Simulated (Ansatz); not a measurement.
# LaBi, space group Fm-3m: an equation of state with a fit

Program: Ansatz 0.2.0 through its Python package.

The cells in order, each with its output:

```python
import warnings

import ansatz as az
import numpy as np
from pymatgen.analysis.eos import EOS
```

```python
config = {
    "xc": "lda",
    "occupations": "Marzari-Vanderbilt",
    "sigma": 0.05,
    "kgrid": (6, 6, 6),
}
```

```python
VECTORS = np.array([
    [0.0, 3.2825, 3.2825],
    [3.2825, 0.0, 3.2825],
    [3.2825, 3.2825, 0.0],
])
SITES = [
    ("La", (0.0, 0.0, 0.0)),
    ("Bi", (0.5, 0.5, 0.5)),
]
```

```python
def build(cell):
    crystal = az.Crystal(lattice=az.Lattice.of(cell))
    for symbol, position in SITES:
        crystal = crystal.atom(symbol, position)
    return crystal

warnings.simplefilter("ignore", az.DeckWarning)
```

```python
# uniform scaling of the cell
volumes, energies, pressures = [], [], []
for scale in np.linspace(0.88, 1.12, 7):
    cell = VECTORS * scale ** (1 / 3)
    setup = (
        build(cell).calculation()
        .functional(config["xc"])
        .basis(35 * az.Ry)
        .occupations(config["occupations"], width=config["sigma"])
        .kpoints(*config["kgrid"])
        .stress()
    )
    rep = setup.run(threads=1).report
    volumes.append(abs(np.linalg.det(cell)) / len(SITES))
    energies.append(rep["free_energy_ev"] / len(SITES))
    pressures.append(np.trace(rep["stress_gpa"]) / 3)
    print(f"V = {volumes[-1]:8.4f} A^3/atom  F = {energies[-1]:.5f} eV/atom  P = {pressures[-1]:8.3f} GPa")
```

    V =  31.1241 A^3/atom  F = -9082.01055 eV/atom  P =    6.774 GPa
    V =  32.5388 A^3/atom  F = -9082.05584 eV/atom  P =    3.590 GPa
    V =  33.9536 A^3/atom  F = -9082.07503 eV/atom  P =    0.828 GPa
    V =  35.3683 A^3/atom  F = -9082.07195 eV/atom  P =   -1.444 GPa
    V =  36.7830 A^3/atom  F = -9082.05083 eV/atom  P =   -3.262 GPa
    V =  38.1978 A^3/atom  F = -9082.01551 eV/atom  P =   -4.704 GPa
    V =  39.6125 A^3/atom  F = -9081.96844 eV/atom  P =   -5.898 GPa

```python
for form in ["birch_murnaghan", "pourier_tarantola", "vinet"]:
    fit = EOS(eos_name=form).fit(volumes, energies)
    print(f"{form:18s} V0 {fit.v0:8.4f} A^3/atom  B0 {fit.b0_GPa:7.1f} GPa  B1 {fit.b1:5.2f}")
```

    birch_murnaghan    V0  34.4322 A^3/atom  B0    55.9 GPa  B1  3.98
    pourier_tarantola  V0  34.4343 A^3/atom  B0    56.1 GPa  B1  3.93
    vinet              V0  34.4332 A^3/atom  B0    56.0 GPa  B1  3.96

A third-order Birch-Murnaghan fit through the 7 points has its minimum at 34.43 Å³ an atom, 2.6 % below the typed cell, with a bulk modulus of 56 GPa. From that minimum the energy rises by 65.5 meV an atom on the compressed side and 107.6 meV on the expanded side.

What to keep in mind:
- Absolute energies stand on the zero of these potentials, so only differences at equal settings mean something.
- The mesh is modest for a metal, so energies can be off by several to tens of meV an atom and pressures by half a GPa or more; differences at equal mesh fare better.
- Of the deposited cell: the entry's cell lengths or inner coordinates differ somewhat from later room-temperature determinations.
- Pressure is positive in compression.
- Spin-orbit coupling, which matters for elements this heavy, is left out.
- The starting cell is as deposited in a crystallographic database; the results hold for this polymorph, which needn't be the stable one.
- Run time: 11 s on 1 thread of Arm Neoverse V2 (shared host), peak memory 0.51 GiB.

(Lines on the test bed's own set-up are left out of the output.)
